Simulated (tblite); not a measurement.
# CH10ClGe3N: the cost of one run

Computed with tblite 0.8.0 and PySCF 2.14.0, with density-fitted response routines of our own, on a single molecule in the gas phase. Atoms count from 0, in the outputs and in this text.

## 1. The molecule as given

16 atoms, charge 0, multiplicity 1; geometry from: force field or distance geometry start.

Bonds of the start (Å): C0–N1 1.47, N1–Ge2 1.88, Ge2–Cl3 2.18, Ge2–Ge4 2.39, Ge4–Ge5 2.39, C0–H6 1.10, C0–H7 1.12, C0–H8 1.11, N1–H9 1.04, Ge2–H10 1.56, Ge4–H11 1.55, Ge4–H12 1.55, Ge5–H13 1.55, Ge5–H14 1.55, Ge5–H15 1.55.

## 2. Optimising the geometry with GFN2-xTB

The job: settings as JSON, then the geometry in Å.

```
{"job": {"kind": "relax", "xc": "GFN2-xTB", "basis": "xTB"}, "charge": 0, "multiplicity": 1}
C     -2.090800    -0.840200     0.491400
N     -1.629500    -0.188300    -0.737600
Ge    -0.648400     1.339300    -0.266900
Cl    -0.099900     2.405100    -2.084700
Ge     1.324800     0.720500     0.922400
Ge     2.473000    -0.954100    -0.346700
H     -1.238300    -1.178700     1.100700
H     -2.726800    -0.138700     1.092100
H     -2.702200    -1.730300     0.225700
H     -2.467000     0.127200    -1.259700
H     -1.531400     2.265700     0.616700
H      2.232400     1.960700     1.095500
H      0.933500     0.149600     2.311700
H      2.858000    -0.380500    -1.736700
H      3.759400    -1.369300     0.414100
H      1.545500    -2.179000    -0.514200
```

Launch:

```
$ OMP_NUM_THREADS=1 python probes_run.py task.json out
```

This one command runs all jobs of the session in turn.

**Question.** How long does this first job take on 1 thread of AMD EPYC, shared host?

About 3.3 s.
